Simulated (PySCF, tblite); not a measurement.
**Si2N3H6 radical: geometry, infrared bands and EPR parameters**

Wanted: the infrared bands and EPR parameters of Si2N3H6 radical (`N[Si@@H]1[N][SiH2]N1`), by calculation.

Programs: tblite 0.8.0 and PySCF 2.14.0, with density-fitted response routines of our own. Each step states its level of theory. These are calculated values for one molecule in the gas phase, unless marked as measured. Atoms are numbered from 0 throughout.

## 1. The molecule as given

11 atoms, charge 0, multiplicity 2; geometry from: force field or distance geometry start.

Bonds of the start (Å): N0–Si1 1.78, Si1–N2 1.80, N2–Si3 1.82, Si3–N4 1.79, N4–Si1 1.79, N0–H5 1.05, N0–H6 1.04, Si1–H7 1.47, Si3–H8 1.47, Si3–H9 1.46, N4–H10 1.04.

## 2. Geometry optimisation with GFN2-xTB

Job settings and geometry (Å):

```
{"job": {"kind": "relax", "xc": "GFN2-xTB", "basis": "xTB"}, "charge": 0, "multiplicity": 2}
N      1.771400    -0.265100    -0.026900
Si     0.462600     0.469900     0.937600
N     -0.809200    -0.722800     1.392100
Si    -1.346600    -0.519900    -0.329800
N     -0.781900     1.170700    -0.134200
H      1.572100    -1.290200    -0.159200
H      1.880100     0.172200    -0.964200
H      0.921000     1.335100     2.030700
H     -0.469600    -1.306400    -1.217100
H     -2.781200    -0.644300    -0.550200
H     -0.413300     1.603400    -1.004800
```

Started as:

```console
$ OMP_NUM_THREADS=1 python probes_run.py task.json out
```

This one command runs all jobs of the session in turn.

Standard output:

```text
step      E/eV     max force
  0    -414.36045    2.559
  1    -414.56700    1.609
  2    -414.67762    0.821
  3    -414.70771    0.574
  4    -414.74793    0.652
  5    -414.77562    0.743
  6    -414.83008    0.673
  7    -414.87067    0.545
  8    -414.90406    0.499
  9    -414.93310    0.519
 10    -414.96943    0.690
 11    -415.00940    0.806
 12    -415.05609    0.662
 13    -415.10840    0.582
 14    -415.15789    0.545
 15    -415.19426    0.637
 16    -415.23042    0.737
 17    -415.26895    0.557
 18    -415.28999    0.444
 19    -415.29954    0.739
 20    -415.31971    0.469
 21    -415.34051    0.328
 22    -415.36722    0.414
 23    -415.39291    0.423
 24    -415.41191    0.363
 25    -415.41892    0.237
 26    -415.42418    0.215
 27    -415.43004    0.214
 28    -415.44319    0.243
 29    -415.45361    0.250
 30    -415.46494    0.196
 31    -415.46777    0.154
 32    -415.46992    0.144
 33    -415.47289    0.147
 34    -415.47763    0.138
 35    -415.47968    0.128
 36    -415.48111    0.111
 37    -415.48262    0.140
 38    -415.48470    0.146
 39    -415.48662    0.126
 40    -415.48778    0.095
 41    -415.48841    0.064
 42    -415.48897    0.065
 43    -415.48963    0.087
 44    -415.49037    0.107
 45    -415.49117    0.102
 46    -415.49206    0.086
 47    -415.49304    0.091
 48    -415.49391    0.061
 49    -415.49439    0.054
 50    -415.49460    0.047
 51    -415.49478    0.046
 52    -415.49506    0.050
 53    -415.49558    0.068
 54    -415.49643    0.103
 55    -415.49761    0.107
 56    -415.49897    0.106
 57    -415.50040    0.088
 58    -415.50189    0.102
 59    -415.50360    0.151
 60    -415.50254    0.342
 61    -415.50591    0.138
 62    -415.50705    0.136
 63    -415.50978    0.187
 64    -415.51178    0.225
 65    -415.51520    0.164
 66    -415.51705    0.226
 67    -415.51890    0.164
 68    -415.52145    0.200
 69    -415.52456    0.244
 70    -415.53373    0.391
 71    -415.53686    0.608
 72    -415.54993    0.403
 73    -415.55529    0.217
 74    -415.55727    0.133
 75    -415.55798    0.278
 76    -415.55936    0.107
 77    -415.56054    0.095
 78    -415.56584    0.198
 79    -415.56792    0.191
 80    -415.56918    0.048
 81    -415.56962    0.094
 82    -415.56994    0.047
 83    -415.57022    0.054
 84    -415.57067    0.068
 85    -415.57141    0.090
 86    -415.57252    0.130
 87    -415.57369    0.128
 88    -415.57488    0.073
 89    -415.57555    0.138
 90    -415.57597    0.167
 91    -415.57656    0.097
 92    -415.57705    0.115
 93    -415.57826    0.134
 94    -415.57945    0.181
 95    -415.58146    0.140
 96    -415.57979    0.648
 97    -415.58590    0.236
 98    -415.58822    0.195
 99    -415.59321    0.427
100    -415.59747    0.392
101    -415.60093    0.271
102    -415.60355    0.424
103    -415.60715    0.159
104    -415.60828    0.210
105    -415.60992    0.183
106    -415.61055    0.155
107    -415.61151    0.043
108    -415.61172    0.043
109    -415.61192    0.092
110    -415.61223    0.133
111    -415.61291    0.198
112    -415.61392    0.224
113    -415.61500    0.198
114    -415.61605    0.120
115    -415.61671    0.104
116    -415.61711    0.063
117    -415.61740    0.050
118    -415.61755    0.033
119    -415.61773    0.040
120    -415.61792    0.060
121    -415.61829    0.070
122    -415.61866    0.077
123    -415.61881    0.032
124    -415.61888    0.023
125    -415.61892    0.020
126    -415.61897    0.031
127    -415.61904    0.039
128    -415.61917    0.041
129    -415.61931    0.037
130    -415.61941    0.021
131    -415.61944    0.006
```

Wall time 0.78 s (1 thread of Arm Neoverse V1, shared host).

Relaxation path: (not every step is listed)

| step | energy from step 0 (eV) | largest force (eV/Å) |
| --- | --- | --- |
| 0 | 0.0000 | 2.5595 |
| 1 | -0.2065 | 1.6087 |
| 2 | -0.3172 | 0.8214 |
| 3 | -0.3473 | 0.5738 |
| 4 | -0.3875 | 0.6523 |
| 5 | -0.4152 | 0.7426 |
| 6 | -0.4696 | 0.6731 |
| 7 | -0.5102 | 0.5447 |
| 8 | -0.5436 | 0.4994 |
| 19 | -0.9391 | 0.7393 |
| 30 | -1.1045 | 0.1963 |
| 41 | -1.1280 | 0.0644 |
| 52 | -1.1346 | 0.0503 |
| 63 | -1.1493 | 0.1866 |
| 74 | -1.1968 | 0.1333 |
| 85 | -1.2110 | 0.0905 |
| 96 | -1.2193 | 0.6478 |
| 107 | -1.2511 | 0.0428 |
| 118 | -1.2571 | 0.0326 |
| 126 | -1.2585 | 0.0307 |
| 127 | -1.2586 | 0.0391 |
| 128 | -1.2587 | 0.0413 |
| 129 | -1.2589 | 0.0373 |
| 130 | -1.2590 | 0.0212 |
| 131 | -1.2590 | 0.0063 |

Distances of close pairs at the start and the end, largest changes first:

| bond | before (Å) | after (Å) | change (Å) |
| --- | --- | --- | --- |
| Si1–Si3 | 2.421 | 2.619 | +0.198 |
| N2–Si3 | 1.815 | 1.716 | -0.099 |
| Si1–N2 | 1.802 | 1.721 | -0.081 |
| N0–Si1 | 1.784 | 1.715 | -0.069 |
| N0–H5 | 1.053 | 1.007 | -0.045 |
| N0–H6 | 1.040 | 1.005 | -0.035 |
| N4–H10 | 1.040 | 1.007 | -0.033 |
| Si3–H8 | 1.475 | 1.456 | -0.018 |

The final coordinates are the input of the step that follows.

## 3. Harmonic vibrations with GFN2-xTB

Job settings and geometry (Å):

```
{"job": {"kind": "ir", "xc": "GFN2-xTB", "basis": "xTB"}, "charge": 0, "multiplicity": 2}
N      2.115339     0.174792     0.123526
Si     0.495168     0.290487     0.675207
N     -0.482381    -1.125757     0.709542
Si    -1.788862    -0.582955    -0.261986
N     -0.641106     0.727469    -0.628075
H      2.355300    -0.573714    -0.506299
H      2.853553     0.317680     0.789826
H      0.418057     1.321291     1.691743
H     -2.099365    -1.418362    -1.413887
H     -2.939116     0.055572     0.358832
H     -0.281164     0.816167    -1.564393
```

Standard output:

```text
mode    cm-1     km/mol
  1     126.7      3.07
  2     142.7     11.47
  3     216.6     21.62
  4     262.0     23.48
  5     394.9     19.64
  6     427.1      7.13
  7     490.7     88.20
  8     513.2     91.57
  9     546.0     94.28
 10     580.3    102.42
 11     600.1    136.95
 12     678.4    151.28
 13     707.7     20.88
 14     744.1    138.14
 15     791.4    206.62
 16     812.3    123.58
 17     851.2    119.40
 18     922.3    179.05
 19     969.8     49.34
 20    1038.6    391.10
 21    1515.3     56.25
 22    2288.7    465.74
 23    2321.9    256.07
 24    2360.0    371.40
 25    3468.6      2.27
 26    3481.2      5.25
 27    3533.4      0.23
```

Run time: 0.3 s. Hardware: 1 thread of Arm Neoverse V1, shared host.

Which atoms move in the most intense modes:

| cm⁻¹ | km/mol | atoms |
| --- | --- | --- |
| 678 | 151.3 | H7 72 % |
| 744 | 138.1 | N4 44 %, Si3 12 %, H10 11 %, Si1 10 % |
| 791 | 206.6 | H8 37 %, H9 37 %, N2 12 % |
| 922 | 179.1 | N2 57 %, Si3 25 %, H10 13 % |
| 1039 | 391.1 | H10 55 %, N4 15 %, Si1 14 % |
| 2289 | 465.7 | H8 71 %, H9 24 % |
| 2322 | 256.1 | H9 71 %, H8 26 % |
| 2360 | 371.4 | H7 96 % |

## 4. EPR parameters: B3LYP/pcH-1

Same as in step 3 but for these lines:

```diff
@@ -1,2 +1,2 @@
-{"job": {"kind": "ir", "xc": "GFN2-xTB", "basis": "xTB"}, "charge": 0, "multiplicity": 2}
+{"job": {"kind": "epr", "basis": "pcH-1"}, "charge": 0, "multiplicity": 2}
 N      2.115339     0.174792     0.123526
```

With the program's defaults for keys left out, this is: UKS B3LYP, pcH-1 on H N Si, non-relativistic, mean-field spin-orbit, GIAO.

Standard output:

```text
UKS, coarse grid
  cycle   1  E = -746.80347684  |g| = 5.00e-01
  cycle   2  E = -746.62949646  |g| = 7.80e-01
  cycle   3  E = -746.89353174  |g| = 1.87e-01
  cycle   4  E = -746.90705663  |g| = 8.77e-02
  cycle   5  E = -746.91045051  |g| = 1.28e-02
  cycle   6  E = -746.91057117  |g| = 7.82e-03
  cycle   7  E = -746.91060739  |g| = 4.55e-03
  cycle   8  E = -746.91062210  |g| = 1.52e-03
  cycle   9  E = -746.91062334  |g| = 4.41e-04
UKS, final grid
  cycle   1  E = -746.91066058  |g| = 5.27e-04
  cycle   2  E = -746.91066026  |g| = 1.16e-03
  cycle   3  E = -746.91066089  |g| = 1.65e-04
  cycle   4  E = -746.91066094  |g| = 1.16e-04
  cycle   5  E = -746.91066100  |g| = 7.82e-05
  cycle   6  E = -746.91066101  |g| = 2.09e-05
  cycle   7  E = -746.91066102  |g| = 1.19e-05
E = -746.91066102 Eh   <S^2> = 0.7570 (exact 0.7500)
g shifts (ppm)      1          2          3
  rmc          -226       -226       -226
  gc              8         14         69
  oz_so         605       1768       3165
  total         386       1556       3009
hyperfine (MHz)  atom isotope    a_iso     a_fc   dipolar eigenvalues
    0   14N      -2.56      -2.56     -0.21     -0.04      0.26
    1  29Si      39.76      39.80     -5.69      1.31      4.37
    2   14N      27.40      27.30    -33.25    -32.83     66.08
    3  29Si      34.94      34.99     -5.36      0.87      4.50
    4   14N      12.31      12.32    -17.61    -17.11     34.72
    5    1H       0.18       0.18     -2.54     -1.38      3.92
    6    1H      -2.11      -2.11     -1.46     -0.96      2.43
    7    1H      -5.69      -5.69     -3.63     -1.25      4.87
    8    1H      -5.79      -5.79     -3.97     -1.91      5.88
    9    1H      -5.54      -5.54     -3.77     -1.28      5.05
   10    1H     -15.55     -15.59    -22.29     -3.93     26.23
```

Run time: 43 s. Hardware: 1 thread of Arm Neoverse V1, shared host; peak memory 0.7 GiB.

Principal g values 2.00271, 2.00387, 2.00533; g(iso) = 2.00397, against 2.00232 for a free electron.

Mean a(iso) over the nuclei that a row names, and the largest dipolar term of the row (other rows stand at the frozen geometry):

| nuclei | isotope | a(iso) (MHz) | a(iso) (G, at g = 2.0023) | largest dipolar term (MHz) |
| --- | --- | --- | --- | --- |
| Si1 | 29Si | 39.8 | 14.2 | -5.7 |
| Si3 | 29Si | 34.9 | 12.5 | -5.4 |
| N2 | 14N | 27.4 | 9.8 | 66.1 |
| H10 | 1H | -15.6 | -5.5 | 26.2 |
| N4 | 14N | 12.3 | 4.4 | 34.7 |
| H8 | 1H | -5.8 | -2.1 | 5.9 |
| H7 | 1H | -5.7 | -2.0 | 4.9 |
| H9 | 1H | -5.5 | -2.0 | 5.0 |
| N0 | 14N | -2.6 | -0.9 | 0.3 |
| H5, H6 | 1H | -1.0 | -0.3 | 3.9 |

Mulliken spin populations:

| atom | value (e) |
| --- | --- |
| N0 | 0.00 |
| Si1 | -0.02 |
| N2 | 0.73 |
| Si3 | -0.03 |
| N4 | 0.33 |
| H5 | 0.00 |
| H6 | 0.00 |
| H7 | 0.00 |
| H8 | 0.00 |
| H9 | 0.00 |
| H10 | -0.01 |

In first order the couplings over 0.8 MHz of 14N, 1H give 1111 distinct lines over 42.4 G, if the averaged nuclei exchange fast.

Orbitals, density, ELF and potential are computed afterwards from the orbital file.

ELF in a plane through or near 7 of the atoms.

Ten even steps from ' ' (0.00) to '@' (1.00):
```
                                                        
                                                        
                    ::==--..                            
                ::**@@@@@@++..                          
                **@@@@@@@@%%--        ..====::          
                ++@@@@@@@@##--      ..**@@@@%%==        
                  ==@@@@@@++::      **@@@@@@@@@@::      
          ----    ..==::....::::....##@@@@@@@@@@--      
        **@@%%**--==::++##::::::::..--##@@@@@@##::      
      ..%%@@@@@@**##**--##..::::::::**--++%%**::        
        ++%%@@%%::::%%==..--::::::::##++::--..          
        ..--==**####**::........--..::++@@@@++..        
            ::%%@@@@##..      ....--@@@@@@@@@@==        
            --%%@@@@##..          --@@@@@@@@@@**        
            ..**%%%%==            ::@@@@@@@@@@--        
                ::..              ..**%%@@%%==          
                                      ..::..            
                                                        
                                                        
                                                        
```
The map spans 11.1 Å across and 9.1 Å up, centred on the molecule. Atoms in the plane (x, y in Å): N0 (-2.1, -0.3), Si1 (-0.7, 0.6), Si3 (1.9, 0.0), H5 (-2.1, -1.3), H6 (-3.0, 0.1), H8 (2.5, -1.3), H9 (2.8, 1.1).

log10 of the density (e/Å³) in the same plane.

Values, 10 rows by 14 columns:
```
-4.0 -4.0 -4.0 -4.0 -4.0 -4.0 -4.0 -4.0 -4.0 -4.0 -4.0 -4.0 -4.0 -4.0
-4.0 -4.0 -4.0 -4.0 -3.0 -2.5 -2.5 -2.9 -3.6 -3.8 -3.6 -3.8 -4.0 -4.0
-4.0 -4.0 -4.0 -3.2 -2.1 -1.3 -1.2 -1.8 -2.7 -2.5 -2.3 -2.5 -3.3 -4.0
-4.0 -4.0 -3.3 -2.4 -1.6 -0.6 -0.3 -0.9 -1.5 -1.1 -0.6 -1.2 -2.5 -3.5
-4.0 -3.4 -2.0 -0.8 -0.6 -0.4  1.6 -0.3 -0.6 -0.3  0.0 -0.9 -2.3 -3.4
-4.0 -3.2 -1.6 -0.1  0.9  0.2 -0.6 -0.5 -0.3  1.5 -0.4 -1.4 -2.6 -3.7
-4.0 -3.7 -2.4 -1.1  0.3 -0.4 -1.5 -1.4 -1.0 -0.3  0.0 -1.2 -2.6 -3.7
-4.0 -4.0 -3.6 -2.2 -1.5 -1.8 -2.8 -2.8 -2.3 -1.4 -1.2 -1.9 -3.0 -4.0
-4.0 -4.0 -4.0 -3.8 -3.3 -3.5 -4.0 -4.0 -3.3 -2.7 -2.6 -2.9 -3.8 -4.0
-4.0 -4.0 -4.0 -4.0 -4.0 -4.0 -4.0 -4.0 -4.0 -4.0 -4.0 -4.0 -4.0 -4.0
```
The map spans 11.1 Å across and 9.1 Å up, centred on the molecule. Atoms in the plane (x, y in Å): N0 (-2.1, -0.3), Si1 (-0.7, 0.6), Si3 (1.9, 0.0), H5 (-2.1, -1.3), H6 (-3.0, 0.1), H8 (2.5, -1.3), H9 (2.8, 1.1).

On the surface of density 0.002 e/bohr³ the electrostatic potential runs, from the 1st to the 99th percentile, from -1.61 V near N2 to 1.78 V near H6.

The spin density lies nearest to N2 64 %; N4 27 %.

## 5. What came out

| quantity | value |
| --- | --- |
| strongest single infrared mode (GFN2-xTB) | 2289 cm⁻¹, 466 km/mol |
| zero-point energy (GFN2-xTB) | 44.0 kcal/mol |
| g(iso) (B3LYP) | 2.00397 |
| ⟨S²⟩ | 0.757 (exact 0.75) |
| largest a(iso) (averaged by class) | 29Si on Si1, 39.8 MHz |
| surface potential, 1st and 99th percentile | -1.61 V and 1.78 V |

What this shows: The optimisation took 131 steps and gained 1.259 eV; among the close pairs (by a distance rule), Si1–Si3 changed most, from 2.421 to 2.619 Å. No mode is imaginary among the 27: a minimum at this level. The strongest single mode, at 2289 cm⁻¹, moves mainly H8. GFN2-xTB is a fitted tight-binding method: band positions and strengths are rough. Its intensities can rank the bands wrongly. N2 carries the largest spin population, 0.73 e. The isotropic g lies 1.7 ppt above the free-electron value.
